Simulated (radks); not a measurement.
# Ge³⁺ in [Ar] 3d10 4d1: an all-electron calculation

One table from this session's results is given with a row withheld; the runs are named, their logs left out.

The numbers are computed with radks (a radial shooting solver on a logarithmic mesh, Libxc functionals) version 1 (Dirac Kohn-Sham, Wu-Cohen GGA, spin-unpolarised, spherical densities, finite nucleus; open shells fill j = l - 1/2 first), except any that are marked as measured or tabulated.

## The system

| Property | Result |
| --- | --- |
| element | germanium (Z = 32) |
| charge | +3 |
| electrons | 29 |
| configuration | [Ar] 3d10 4d1 |
| nuclear rms radius | 4.0742 fm |

Set-up of the first run:

Input:

```text
Z 32
configuration [Ar] 3d10 4d1
relativity Dirac
functional wc,pbe
spin unpolarised
j_filling energy
nucleus finite rms 4.0742 fm
c 137.035999084
```

The run is started by

```bash
$ python run_ks.py task.json out
```

All runs below come from this command, one after another.

Among the steps run: Self-consistent calculation.

One of the session's tables, all rows but one given; the rest of the session is left out.

It belongs to the step «Shells». From the orbitals of this run (lengths in bohr):

| level | <r> | outermost maximum (interpolated) | 90 % within | nodes |
| --- | --- | --- | --- | --- |
| 1s1/2 | 0.04701 | 0.0307 | 0.0840 | 0 |
| 2s1/2 | 0.2099 | 0.176 | 0.325 | 1 |
| 2p1/2 | 0.1812 | 0.139 | 0.297 | 0 |
| 2p3/2 | 0.1848 | 0.142 | 0.302 | 0 |
| 3s1/2 | 0.6242 | 0.543 | 0.934 | 2 |
| 3p1/2 | 0.6390 | 0.538 | 0.982 | 1 |
| 3p3/2 | ? | ? | ? | ? |
| 3d3/2 | 0.7165 | 0.501 | 1.20 | 0 |
| 3d5/2 | 0.7211 | 0.504 | 1.21 | 0 |
| 4d3/2 | 3.002 | 2.69 | 4.43 | 1 |
| 4d5/2 | 3.009 | 2.70 | 4.44 | 1 |

**Question.** Estimate the row for 3p3/2.

As computed: <r>: 0.6496; outermost maximum (interpolated): 0.546; 90 % within: 0.999; nodes: 1. In the column «<r>» it lies between 3p1/2 (0.6390) and 3d3/2 (0.7165).
